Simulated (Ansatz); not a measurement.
**BF2H2N: one species, many methods**

The task here is to estimate one member of a computed series from the others.

Computed with Ansatz 0.2.0, Gaussian basis. Level: functionals in def2-TZVPP, the program's frozen cores in correlated methods.

Plan: LDA (SPW92), PBE-D4, revPBE-D4, BLYP-D4, r2SCAN-D4, B97M-V, PBE0-D4, B3LYP-D4, r2SCANh-D4, r2SCAN0-D4, HSE06-D4, BHLYP-D4, CAM-B3LYP-D4, LC-ωPBE, ωB97X-V, ωB97M-V, B2PLYP, PBE-QIDH; CCSD(T)/def2-SVP; CCSD(T)/def2-TZVPP; MP2/def2-QZVPP; extrapolation to the limit; RPA on PBE.

**The geometry**

All runs share one geometry, relaxed beforehand with PBE0-D4 in a triple-zeta def2 set.

SMILES `NB(F)F`, 6 atoms, charge 0, spin multiplicity 1.

Atoms are counted from 1 here; the program's logs count them from 0.

Bond lengths: N1–B2 1.392 Å, N1–H5 1.003 Å, N1–H6 1.003 Å, B2–F3 1.330 Å, B2–F4 1.330 Å. Angles: B2–N1–H5 122.4°, B2–N1–H6 122.4°, H5–N1–H6 115.2°, N1–B2–F3 121.2°, N1–B2–F4 121.2°, F3–B2–F4 117.6°.

The first run:

in.yaml

```yaml
crystal:
  periodic: [false, false, false]
  atoms:
    - {symbol: N, position_ang: [-0.210679, 0.687583, -0.156839]}
    - {symbol: B, position_ang: [0.195307, -0.614682, 0.121238]}
    - {symbol: F, position_ang: [-0.667372, -1.526102, 0.560333]}
    - {symbol: F, position_ang: [1.459676, -0.991767, -0.042723]}
    - {symbol: H, position_ang: [0.424955, 1.389545, -0.488703]}
    - {symbol: H, position_ang: [-1.159787, 0.991423, -0.039406]}
basis:
  gaussian: {orbitals: def2-TZVPP}
hamiltonian: {xc: lda}
output: {orbitals: {seedname: orbitals}}
```

Among the steps run: LDA; PBE-D4 (GGA); revPBE-D4 (GGA); BLYP-D4 (GGA); r2SCAN-D4 (meta-GGA); B97M-V (meta-GGA); PBE0-D4 (hybrid); B3LYP-D4 (hybrid); r2SCANh-D4 (hybrid); r2SCAN0-D4 (hybrid); HSE06-D4 (hybrid); BHLYP-D4 (hybrid); CAM-B3LYP-D4 (range-separated); LC-ωPBE-D4 (range-separated; the results give it without D4); ωB97X-V (range-separated); ωB97M-V (range-separated); B2PLYP (double hybrid); PBE-QIDH (double hybrid).

One of the session's tables, all rows but one given; the rest of the session is left out.

It belongs to the step «Frontier levels by functional». 

| functional | HOMO (eV) | LUMO (eV) | gap (eV) |
| --- | --- | --- | --- |
| LDA (SPW92) | ? | ? | ? |
| PBE-D4 | -7.11 | -0.14 | 6.97 |
| revPBE-D4 | -7.04 | -0.10 | 6.94 |
| BLYP-D4 | -7.00 | -0.22 | 6.78 |
| r2SCAN-D4 | -7.45 | 0.68 | 8.13 |
| B97M-V | -7.51 | 0.11 | 7.62 |
| PBE0-D4 | -8.65 | 0.65 | 9.30 |
| B3LYP-D4 | -8.40 | 0.26 | 8.66 |
| r2SCANh-D4 | -8.02 | 0.89 | 8.92 |
| r2SCAN0-D4 | -8.89 | 1.19 | 10.08 |
| HSE06-D4 | -8.24 | 0.29 | 8.53 |
| BHLYP-D4 | -10.10 | 1.14 | 11.24 |
| CAM-B3LYP-D4 | -10.15 | 1.30 | 11.45 |
| LC-ωPBE | -11.59 | 2.62 | 14.21 |
| ωB97X-V | -11.17 | 2.43 | 13.60 |
| ωB97M-V | -11.06 | 1.90 | 12.96 |

Estimate the missing values for LDA (SPW92).

**Answer.** HOMO (eV): -7.32; LUMO (eV): -0.22; gap (eV): 7.11. In the column «HOMO (eV)» it lies between r2SCAN-D4 (-7.45) and PBE-D4 (-7.11).
